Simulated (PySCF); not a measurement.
# Bi: excitation energy in aug-cc-pVQZ-PP with ECP60

Aim: the excitation energy of bismuth from differences of total energies, at each level of theory, and how far each lands from the tabulated value where there is one.

Method: unrestricted determinants in a Gaussian basis, no spin-orbit coupling in the energies. Code: PySCF 2.14.0.

### Step 1. The atom as given

```
Element                                   : bismuth (Z = 83)
Basis                                     : aug-cc-pVQZ-PP with ECP60MDF
Hamiltonian                               : scalar relativity through the core potential
State 1                                   : Bi: [Xe] 4f14 5d10 6s2 6p2 7s1, 7s spin antiparallel (an excited configuration)
Needed too, but not shown                 : Bi [Xe] 4f14 5d10 6s2 6p3 (4S)
Methods                                   : UHF, LDA, PBE, PBE0, r2SCAN, CAM-B3LYP, B3LYP, wB97M-V, LC-wPBE, MP2
Core shells frozen in the correlated runs : valence: 5s2 5p6 5d10 (for Bi)
```

One driver process ran all states and methods and kept the integrals in memory. Each run is shown as a PySCF script that sums up its settings (the driver passes frozen orbitals as a list and adds second-order terms of double hybrids); the logs are those of the runs themselves. The driver starts from symmetry-adapted Hartree-Fock orbitals, holds the occupation by maximum overlap and uses a logarithmic radial grid for functionals, so a plain start would take other cycles.

It was started by

```sh
> OMP_NUM_THREADS=1 python atomrun2.py TASK.json OUT
```

The integrals over 92 functions and the set-up took 1.4 s of CPU time.

### Step 2. Bi [Xe] 4f14 5d10 6s2 6p2 7s1, s spin flipped: the ladder of methods

Level: UHF.

Contents of input.py:

```python
from pyscf import gto, scf, dft, mp, cc
import basis_set_exchange as bse
txt = bse.get_basis("aug-cc-pVQZ-PP", elements=["Bi"], fmt="nwchem", header=False)
cut = txt.index("\nECP")
mol = gto.M(atom="Bi 0 0 0", charge=0, spin=1, symmetry="D2h",
            basis=gto.basis.parse(txt[:cut]),
            ecp={"Bi": gto.basis.parse_ecp(txt[cut:])})
mf = scf.UHF(mol)
mf.irrep_nelec = {'Ag': (4, 5), 'B1g': (1, 1), 'B2g': (1, 1), 'B3g': (1, 1), 'B1u': (2, 1), 'B2u': (2, 1), 'B3u': (1, 1)}
mf.kernel()
```

Output:

```text
damping factor = 0
level_shift factor = 0
DIIS = <class 'pyscf.scf.diis.CDIIS'>
diis_start_cycle = 1
diis_space = 10
diis_damp = 0
SCF conv_tol = 1e-09
SCF conv_tol_grad = None
number electrons alpha = 12  beta = 11
cycle= 1 E= -213.39581799722  delta_E= -0.00315  |g|= 0.0169  |ddm|= 0.135
cycle= 2 E= -213.39629138002  delta_E= -0.000473  |g|= 0.00657  |ddm|= 0.0795
cycle= 3 E= -213.39647361938  delta_E= -0.000182  |g|= 0.00198  |ddm|= 0.0847
cycle= 4 E= -213.396519918287  delta_E= -4.63e-05  |g|= 0.000716  |ddm|= 0.0598
cycle= 5 E= -213.396525985511  delta_E= -6.07e-06  |g|= 0.00023  |ddm|= 0.0249
cycle= 6 E= -213.396526358813  delta_E= -3.73e-07  |g|= 3.48e-05  |ddm|= 0.00727
cycle= 7 E= -213.39652636188  delta_E= -3.07e-09  |g|= 3.6e-06  |ddm|= 0.000679
cycle= 8 E= -213.396526361901  delta_E= -2.03e-11  |g|= 7.13e-07  |ddm|= 0.000119
converged SCF energy = -213.396526361901  <S^2> = 1.7586234  2S+1 = 2.8345182
```

It used 1.7 s of CPU time after the integrals (shared host).

Orbital energies by shell (radii are means over both spins):

| shell | electrons | mean orbital energy (eV) | spread (eV) | rms radius (bohr) |
| --- | --- | --- | --- | --- |
| 5s α | 1 | -185.72 | 0 | 0.899 |
| 5s β | 1 | -185.49 | 0 | 0.899 |
| 5p α | 3 | -119.73 | 0.175 | 1.02 |
| 5p β | 3 | -119.55 | 0.556 | 1.02 |
| 5d α | 5 | -39.558 | 0.399 | 1.32 |
| 5d β | 5 | -39.286 | 0.695 | 1.32 |
| 6s α | 1 | -23.436 | 0 | 2.32 |
| 6s β | 1 | -19.601 | 0 | 2.32 |
| 6p α | 2 | -11.250 | 0 | 3.00 |
| 7s β | 1 | -2.823 | 0 | 6.89 |

⟨S²⟩ = 1.759, ⟨L²⟩ = 2.11.

Energies and moments cover only the electrons outside the core potential. Spin-orbit coupling is strong in this species (close to jj coupling), so the high-spin LS determinant is a model state, not a physical level. With the s spin flipped the determinant is a mixture of two multiplicities, not a spectroscopic state.

Level: LDA.

input.py differs from the last one in:

```diff
@@ -7,3 +7,3 @@
             ecp={"Bi": gto.basis.parse_ecp(txt[cut:])})
-mf = scf.UHF(mol)
+mf = dft.UKS(mol, xc="LDA,VWN")
 mf.irrep_nelec = {'Ag': (4, 5), 'B1g': (1, 1), 'B2g': (1, 1), 'B3g': (1, 1), 'B1u': (2, 1), 'B2u': (2, 1), 'B3u': (1, 1)}
```

Output:

```text
damping factor = 0
level_shift factor = 0
DIIS = <class 'pyscf.scf.diis.CDIIS'>
diis_start_cycle = 1
diis_space = 10
diis_damp = 0
SCF conv_tol = 1e-09
SCF conv_tol_grad = None
number electrons alpha = 12  beta = 11
XC functionals = LDA,VWN
    P. A. M. Dirac.,  Math. Proc. Cambridge Philos. Soc. 26, 376 (1930)
    F. Bloch.,  Z. Phys. 57, 545 (1929)
    S. H. Vosko, L. Wilk, and M. Nusair.,  Can. J. Phys. 58, 1200 (1980)
cycle= 1 E= -214.128198357765  delta_E= -0.0162  |g|= 0.0596  |ddm|= 1.88
cycle= 2 E= -214.12854461005  delta_E= -0.000346  |g|= 0.0465  |ddm|= 0.303
cycle= 3 E= -214.129022410291  delta_E= -0.000478  |g|= 0.00255  |ddm|= 0.113
cycle= 4 E= -214.129027897132  delta_E= -5.49e-06  |g|= 0.000393  |ddm|= 0.0323
cycle= 5 E= -214.129028413661  delta_E= -5.17e-07  |g|= 5.73e-05  |ddm|= 0.00777
cycle= 6 E= -214.129028437054  delta_E= -2.34e-08  |g|= 6.04e-06  |ddm|= 0.00171
cycle= 7 E= -214.129028437147  delta_E= -9.33e-11  |g|= 4.74e-07  |ddm|= 0.000178
converged SCF energy = -214.129028437147  <S^2> = 1.7507674  2S+1 = 2.8289697
```

CPU time 1.9 s on a shared host, the integrals not counted.

Level: PBE.

input.py differs from the last one in:

```diff
@@ -7,3 +7,3 @@
             ecp={"Bi": gto.basis.parse_ecp(txt[cut:])})
-mf = dft.UKS(mol, xc="LDA,VWN")
+mf = dft.UKS(mol, xc="PBE")
 mf.irrep_nelec = {'Ag': (4, 5), 'B1g': (1, 1), 'B2g': (1, 1), 'B3g': (1, 1), 'B1u': (2, 1), 'B2u': (2, 1), 'B3u': (1, 1)}
```

Output:

```text
damping factor = 0
level_shift factor = 0
DIIS = <class 'pyscf.scf.diis.CDIIS'>
diis_start_cycle = 1
diis_space = 10
diis_damp = 0
SCF conv_tol = 1e-09
SCF conv_tol_grad = None
number electrons alpha = 12  beta = 11
XC functionals = PBE
    J. P. Perdew, K. Burke, and M. Ernzerhof.,  Phys. Rev. Lett. 77, 3865 (1996)
    J. P. Perdew, K. Burke, and M. Ernzerhof.,  Phys. Rev. Lett. 78, 1396 (1997)
    J. P. Perdew, K. Burke, and M. Ernzerhof.,  Phys. Rev. Lett. 77, 3865 (1996)
    J. P. Perdew, K. Burke, and M. Ernzerhof.,  Phys. Rev. Lett. 78, 1396 (1997)
cycle= 1 E= -214.443947156286  delta_E= -0.0128  |g|= 0.016  |ddm|= 1.22
cycle= 2 E= -214.444515880738  delta_E= -0.000569  |g|= 0.00918  |ddm|= 0.481
cycle= 3 E= -214.44466729112  delta_E= -0.000151  |g|= 0.00358  |ddm|= 0.159
cycle= 4 E= -214.444785163484  delta_E= -0.000118  |g|= 0.0015  |ddm|= 0.221
cycle= 5 E= -214.444808401177  delta_E= -2.32e-05  |g|= 0.000382  |ddm|= 0.0989
cycle= 6 E= -214.444809142781  delta_E= -7.42e-07  |g|= 9.21e-05  |ddm|= 0.0231
cycle= 7 E= -214.444809231772  delta_E= -8.9e-08  |g|= 1.68e-05  |ddm|= 0.00449
cycle= 8 E= -214.444809234389  delta_E= -2.62e-09  |g|= 2.22e-06  |ddm|= 0.000949
cycle= 9 E= -214.444809234401  delta_E= -1.17e-11  |g|= 3.02e-07  |ddm|= 0.000215
converged SCF energy = -214.444809234401  <S^2> = 1.7513412  2S+1 = 2.8293753
```

It used 3.3 s of CPU time after the integrals (shared host).

Level: PBE0.

input.py differs from the last one in:

```diff
@@ -7,3 +7,3 @@
             ecp={"Bi": gto.basis.parse_ecp(txt[cut:])})
-mf = dft.UKS(mol, xc="PBE")
+mf = dft.UKS(mol, xc="PBE0")
 mf.irrep_nelec = {'Ag': (4, 5), 'B1g': (1, 1), 'B2g': (1, 1), 'B3g': (1, 1), 'B1u': (2, 1), 'B2u': (2, 1), 'B3u': (1, 1)}
```

Output:

```text
damping factor = 0
level_shift factor = 0
DIIS = <class 'pyscf.scf.diis.CDIIS'>
diis_start_cycle = 1
diis_space = 10
diis_damp = 0
SCF conv_tol = 1e-09
SCF conv_tol_grad = None
number electrons alpha = 12  beta = 11
XC functionals = PBE0
    C. Adamo and V. Barone.,  J. Chem. Phys. 110, 6158 (1999)
    M. Ernzerhof and G. E. Scuseria.,  J. Chem. Phys. 110, 5029 (1999)
cycle= 1 E= -214.419396902676  delta_E= -0.00807  |g|= 0.0117  |ddm|= 0.888
cycle= 2 E= -214.419841314453  delta_E= -0.000444  |g|= 0.00402  |ddm|= 0.365
cycle= 3 E= -214.420022099638  delta_E= -0.000181  |g|= 0.00236  |ddm|= 0.219
cycle= 4 E= -214.420104092826  delta_E= -8.2e-05  |g|= 0.00122  |ddm|= 0.161
cycle= 5 E= -214.420121951043  delta_E= -1.79e-05  |g|= 0.000323  |ddm|= 0.0839
cycle= 6 E= -214.420122623995  delta_E= -6.73e-07  |g|= 6.2e-05  |ddm|= 0.0113
cycle= 7 E= -214.420122682099  delta_E= -5.81e-08  |g|= 1.04e-05  |ddm|= 0.00331
cycle= 8 E= -214.420122683147  delta_E= -1.05e-09  |g|= 9.62e-07  |ddm|= 0.000939
cycle= 9 E= -214.42012268315  delta_E= -2.67e-12  |g|= 2.23e-07  |ddm|= 7.74e-05
converged SCF energy = -214.42012268315  <S^2> = 1.7523403  2S+1 = 2.8300815
```

It used 4.2 s of CPU time after the integrals (shared host).

Level: r2SCAN.

input.py differs from the last one in:

```diff
@@ -7,3 +7,3 @@
             ecp={"Bi": gto.basis.parse_ecp(txt[cut:])})
-mf = dft.UKS(mol, xc="PBE0")
+mf = dft.UKS(mol, xc="R2SCAN")
 mf.irrep_nelec = {'Ag': (4, 5), 'B1g': (1, 1), 'B2g': (1, 1), 'B3g': (1, 1), 'B1u': (2, 1), 'B2u': (2, 1), 'B3u': (1, 1)}
```

Output:

```text
damping factor = 0
level_shift factor = 0
DIIS = <class 'pyscf.scf.diis.CDIIS'>
diis_start_cycle = 1
diis_space = 10
diis_damp = 0
SCF conv_tol = 1e-09
SCF conv_tol_grad = None
number electrons alpha = 12  beta = 11
XC functionals = R2SCAN
    J. W. Furness, A. D. Kaplan, J. Ning, J. P. Perdew, and J. Sun.,  J. Phys. Chem. Lett. 11, 8208-8215 (2020)
    J. W. Furness, A. D. Kaplan, J. Ning, J. P. Perdew, and J. Sun.,  J. Phys. Chem. Lett. 11, 9248-9248 (2020)
    J. W. Furness, A. D. Kaplan, J. Ning, J. P. Perdew, and J. Sun.,  J. Phys. Chem. Lett. 11, 8208-8215 (2020)
    J. W. Furness, A. D. Kaplan, J. Ning, J. P. Perdew, and J. Sun.,  J. Phys. Chem. Lett. 11, 9248-9248 (2020)
cycle= 1 E= -214.51887562701  delta_E= -0.0101  |g|= 0.011  |ddm|= 1.64
cycle= 2 E= -214.519165676636  delta_E= -0.00029  |g|= 0.00482  |ddm|= 0.372
cycle= 3 E= -214.519219941686  delta_E= -5.43e-05  |g|= 0.00296  |ddm|= 0.102
cycle= 4 E= -214.519243667746  delta_E= -2.37e-05  |g|= 0.00103  |ddm|= 0.0549
cycle= 5 E= -214.519254607544  delta_E= -1.09e-05  |g|= 0.00038  |ddm|= 0.0385
cycle= 6 E= -214.51925594128  delta_E= -1.33e-06  |g|= 4.04e-05  |ddm|= 0.0121
cycle= 7 E= -214.519255948664  delta_E= -7.38e-09  |g|= 7.97e-06  |ddm|= 0.00108
cycle= 8 E= -214.519255949406  delta_E= -7.43e-10  |g|= 1.17e-06  |ddm|= 0.000255
converged SCF energy = -214.519255949406  <S^2> = 1.7545381  2S+1 = 2.8316342
```

CPU time 7.8 s on a shared host, the integrals not counted.

Level: CAM-B3LYP.

input.py differs from the last one in:

```diff
@@ -7,3 +7,3 @@
             ecp={"Bi": gto.basis.parse_ecp(txt[cut:])})
-mf = dft.UKS(mol, xc="R2SCAN")
+mf = dft.UKS(mol, xc="CAMB3LYP")
 mf.irrep_nelec = {'Ag': (4, 5), 'B1g': (1, 1), 'B2g': (1, 1), 'B3g': (1, 1), 'B1u': (2, 1), 'B2u': (2, 1), 'B3u': (1, 1)}
```

Output:

```text
damping factor = 0
level_shift factor = 0
DIIS = <class 'pyscf.scf.diis.CDIIS'>
diis_start_cycle = 1
diis_space = 10
diis_damp = 0
SCF conv_tol = 1e-09
SCF conv_tol_grad = None
number electrons alpha = 12  beta = 11
XC functionals = CAMB3LYP
    T. Yanai, D. P. Tew, and N. C. Handy.,  Chem. Phys. Lett. 393, 51 (2004)
cycle= 1 E= -214.38923527632  delta_E= -0.00874  |g|= 0.0145  |ddm|= 1.09
cycle= 2 E= -214.389628514945  delta_E= -0.000393  |g|= 0.00376  |ddm|= 0.411
cycle= 3 E= -214.389728596082  delta_E= -0.0001  |g|= 0.00191  |ddm|= 0.187
cycle= 4 E= -214.389757100038  delta_E= -2.85e-05  |g|= 0.00111  |ddm|= 0.0652
cycle= 5 E= -214.389771177089  delta_E= -1.41e-05  |g|= 0.000296  |ddm|= 0.0506
cycle= 6 E= -214.389772368269  delta_E= -1.19e-06  |g|= 5.27e-05  |ddm|= 0.0109
cycle= 7 E= -214.389772398781  delta_E= -3.05e-08  |g|= 3.97e-06  |ddm|= 0.00338
cycle= 8 E= -214.389772398828  delta_E= -4.74e-11  |g|= 4.22e-07  |ddm|= 0.000142
converged SCF energy = -214.389772398828  <S^2> = 1.7522043  2S+1 = 2.8299854
```

CPU time 6 s on a shared host, the integrals not counted.

Level: B3LYP.

input.py differs from the last one in:

```diff
@@ -7,3 +7,3 @@
             ecp={"Bi": gto.basis.parse_ecp(txt[cut:])})
-mf = dft.UKS(mol, xc="CAMB3LYP")
+mf = dft.UKS(mol, xc="B3LYP")
 mf.irrep_nelec = {'Ag': (4, 5), 'B1g': (1, 1), 'B2g': (1, 1), 'B3g': (1, 1), 'B1u': (2, 1), 'B2u': (2, 1), 'B3u': (1, 1)}
```

Output:

```text
damping factor = 0
level_shift factor = 0
DIIS = <class 'pyscf.scf.diis.CDIIS'>
diis_start_cycle = 1
diis_space = 10
diis_damp = 0
SCF conv_tol = 1e-09
SCF conv_tol_grad = None
number electrons alpha = 12  beta = 11
XC functionals = B3LYP
    P. J. Stephens, F. J. Devlin, C. F. Chabalowski, and M. J. Frisch.,  J. Phys. Chem. 98, 11623 (1994)
cycle= 1 E= -214.493430896685  delta_E= -0.00971  |g|= 0.0107  |ddm|= 1.38
cycle= 2 E= -214.493780301576  delta_E= -0.000349  |g|= 0.0028  |ddm|= 0.387
cycle= 3 E= -214.493873023301  delta_E= -9.27e-05  |g|= 0.00138  |ddm|= 0.143
cycle= 4 E= -214.493903025015  delta_E= -3e-05  |g|= 0.000386  |ddm|= 0.0704
cycle= 5 E= -214.493905228893  delta_E= -2.2e-06  |g|= 0.000148  |ddm|= 0.0142
cycle= 6 E= -214.493905280354  delta_E= -5.15e-08  |g|= 3.4e-05  |ddm|= 0.00361
cycle= 7 E= -214.493905286994  delta_E= -6.64e-09  |g|= 2.45e-06  |ddm|= 0.00164
cycle= 8 E= -214.493905287033  delta_E= -3.85e-11  |g|= 4.6e-07  |ddm|= 7.29e-05
converged SCF energy = -214.493905287033  <S^2> = 1.7514962  2S+1 = 2.8294849
```

CPU time 3.9 s on a shared host, the integrals not counted.

Level: wB97M-V.

input.py differs from the last one in:

```diff
@@ -7,3 +7,3 @@
             ecp={"Bi": gto.basis.parse_ecp(txt[cut:])})
-mf = dft.UKS(mol, xc="B3LYP")
+mf = dft.UKS(mol, xc="WB97M_V")
 mf.irrep_nelec = {'Ag': (4, 5), 'B1g': (1, 1), 'B2g': (1, 1), 'B3g': (1, 1), 'B1u': (2, 1), 'B2u': (2, 1), 'B3u': (1, 1)}
```

Output:

```text
damping factor = 0
level_shift factor = 0
DIIS = <class 'pyscf.scf.diis.CDIIS'>
diis_start_cycle = 1
diis_space = 10
diis_damp = 0
SCF conv_tol = 1e-09
SCF conv_tol_grad = None
number electrons alpha = 12  beta = 11
XC functionals = WB97M_V
    N. Mardirossian and M. Head-Gordon.,  J. Chem. Phys. 144, 214110 (2016)
NLC functional = WB97M_V
cycle= 1 E= -214.313742011636  delta_E= 0.0246  |g|= 0.0818  |ddm|= 21.4
cycle= 2 E= -214.238110819637  delta_E= 0.0756  |g|= 0.248  |ddm|= 63.1
cycle= 3 E= -214.286299270946  delta_E= -0.0482  |g|= 0.189  |ddm|= 36.5
cycle= 4 E= -214.330937064559  delta_E= -0.0446  |g|= 0.112  |ddm|= 31.1
cycle= 5 E= -214.346650701048  delta_E= -0.0157  |g|= 0.0583  |ddm|= 9.97
cycle= 6 E= -214.350647369103  delta_E= -0.004  |g|= 0.0221  |ddm|=  4.5
cycle= 7 E= -214.351307054649  delta_E= -0.00066  |g|= 0.0107  |ddm|= 0.638
cycle= 8 E= -214.351462477246  delta_E= -0.000155  |g|= 0.00475  |ddm|= 0.336
cycle= 9 E= -214.351495336998  delta_E= -3.29e-05  |g|= 0.00154  |ddm|= 0.168
cycle= 10 E= -214.351500413493  delta_E= -5.08e-06  |g|= 0.000603  |ddm|= 0.12
cycle= 11 E= -214.351501129994  delta_E= -7.17e-07  |g|= 0.000124  |ddm|= 0.023
cycle= 12 E= -214.351501165537  delta_E= -3.55e-08  |g|= 8.89e-05  |ddm|= 0.0106
cycle= 13 E= -214.351501176055  delta_E= -1.05e-08  |g|= 4.54e-05  |ddm|= 0.00191
cycle= 14 E= -214.351501179637  delta_E= -3.58e-09  |g|= 1.92e-05  |ddm|= 0.00144
cycle= 15 E= -214.351501180432  delta_E= -7.95e-10  |g|= 2.33e-06  |ddm|= 0.00094
converged SCF energy = -214.351501180432  <S^2> = 1.7526179  2S+1 = 2.8302776
```

It used 19 s of CPU time after the integrals (shared host).

Level: LC-wPBE.

input.py differs from the last one in:

```diff
@@ -7,3 +7,3 @@
             ecp={"Bi": gto.basis.parse_ecp(txt[cut:])})
-mf = dft.UKS(mol, xc="WB97M_V")
+mf = dft.UKS(mol, xc="LC_WPBE")
 mf.irrep_nelec = {'Ag': (4, 5), 'B1g': (1, 1), 'B2g': (1, 1), 'B3g': (1, 1), 'B1u': (2, 1), 'B2u': (2, 1), 'B3u': (1, 1)}
```

Output:

```text
damping factor = 0
level_shift factor = 0
DIIS = <class 'pyscf.scf.diis.CDIIS'>
diis_start_cycle = 1
diis_space = 10
diis_damp = 0
SCF conv_tol = 1e-09
SCF conv_tol_grad = None
number electrons alpha = 12  beta = 11
XC functionals = LC_WPBE
    O. A. Vydrov and G. E. Scuseria.,  J. Chem. Phys. 125, 234109 (2006)
cycle= 1 E= -214.446775830457  delta_E= -0.00883  |g|= 0.0198  |ddm|= 0.739
cycle= 2 E= -214.447250922298  delta_E= -0.000475  |g|= 0.00538  |ddm|= 0.261
cycle= 3 E= -214.447379133278  delta_E= -0.000128  |g|= 0.00219  |ddm|= 0.176
cycle= 4 E= -214.447426402497  delta_E= -4.73e-05  |g|= 0.00121  |ddm|= 0.0993
cycle= 5 E= -214.447440629838  delta_E= -1.42e-05  |g|= 0.00048  |ddm|= 0.0542
cycle= 6 E= -214.44744316815  delta_E= -2.54e-06  |g|= 5.72e-05  |ddm|= 0.0236
cycle= 7 E= -214.44744318924  delta_E= -2.11e-08  |g|= 1.54e-05  |ddm|= 0.00332
cycle= 8 E= -214.4474431907  delta_E= -1.46e-09  |g|= 2.72e-06  |ddm|= 0.00166
cycle= 9 E= -214.447443190739  delta_E= -3.91e-11  |g|= 3.2e-07  |ddm|= 0.000292
converged SCF energy = -214.447443190739  <S^2> = 1.7548586  2S+1 = 2.8318606
```

CPU time 6.2 s on a shared host, the integrals not counted.

### Step 3. Bi [Xe] 4f14 5d10 6s2 6p2 7s1, s spin flipped, continued

Level: MP2 (valence).

Edit input.py of step 2 so:

```diff
@@ -7,4 +7,5 @@
             ecp={"Bi": gto.basis.parse_ecp(txt[cut:])})
-mf = dft.UKS(mol, xc="LC_WPBE")
+mf = scf.UHF(mol)
 mf.irrep_nelec = {'Ag': (4, 5), 'B1g': (1, 1), 'B2g': (1, 1), 'B3g': (1, 1), 'B1u': (2, 1), 'B2u': (2, 1), 'B3u': (1, 1)}
 mf.kernel()
+mp.UMP2(mf, frozen=9).kernel()
```

No log was kept for this step.

CPU time 0.48 s on a shared host, the integrals not counted.

With 5 electrons correlated, the MP2 correlation energy is -0.05125 hartree (-0.00925 same spin, -0.04200 opposite spin); the SCS form gives -0.05348. Largest pairs of shells: 6s-6p -0.0254, 6s-6s -0.0123, 6p-7s -0.0064, 6p-6p -0.0039, 6s-7s -0.0033.

Radial density 4πr²ρ of Bi at UHF, the electrons outside the core potential:

| r (bohr) | density | spin density |
| --- | --- | --- |
| 0.00845 | 1.94e-05 | 0.000 |
| 0.0142 | 4.20e-05 | 0.000 |
| 0.0239 | 7.99e-05 | 0.000 |
| 0.0402 | 0.000124 | 0.000 |
| 0.0676 | 0.000201 | 0.000 |
| 0.114 | 0.000733 | 0.000 |
| 0.191 | 0.00816 | 0.000 |
| 0.322 | 0.225 | 0.002 |
| 0.541 | 6.45 | 0.058 |
| 0.911 | 21.9 | 0.026 |
| 1.53 | 8.16 | 0.239 |
| 2.58 | 2.05 | 0.946 |
| 4.33 | 0.367 | 0.102 |
| 7.29 | 0.190 | -0.184 |
| 12.3 | 0.00526 | -0.005 |

### Step 4. The energy differences

Excitation energy: Bi [Xe] 4f14 5d10 6s2 6p3 (4S) → Bi [Xe] 4f14 5d10 6s2 6p2 7s1, s spin flipped.

| method | value (eV) |
| --- | --- |
| UHF | 5.388 |
| LDA | 5.343 |
| PBE | 5.255 |
| PBE0 | 5.397 |
| r2SCAN | 5.415 |
| CAM-B3LYP | 5.336 |
| B3LYP | 5.217 |
| wB97M-V | 5.341 |
| LC-wPBE | 5.559 |
| MP2 (valence) | 5.518 |
| SCS-MP2 (valence) | 5.395 |

Spin-orbit coupling is strong in these open shells (close to jj coupling). The scalar numbers leave it out, so it can dominate the gap to the real levels. The upper determinant mixes two multiplicities, so it lies between the two terms.

The differences also use runs on Bi [Xe] 4f14 5d10 6s2 6p3 (4S), which are not shown here.

### Step 5. Outcome

| quantity | value |
| --- | --- |
| excitation energy, Bi → [Xe] 4f14 5d10 6s2 6p2 7s1, s spin flipped | UHF 5.388, MP2 (valence) 5.518 eV |

**Reading.** The methods span 0.342 eV, from B3LYP (5.217) to LC-wPBE (5.559). No reference value is at hand in this session. All values hold for this basis alone; no basis-set limit was taken.
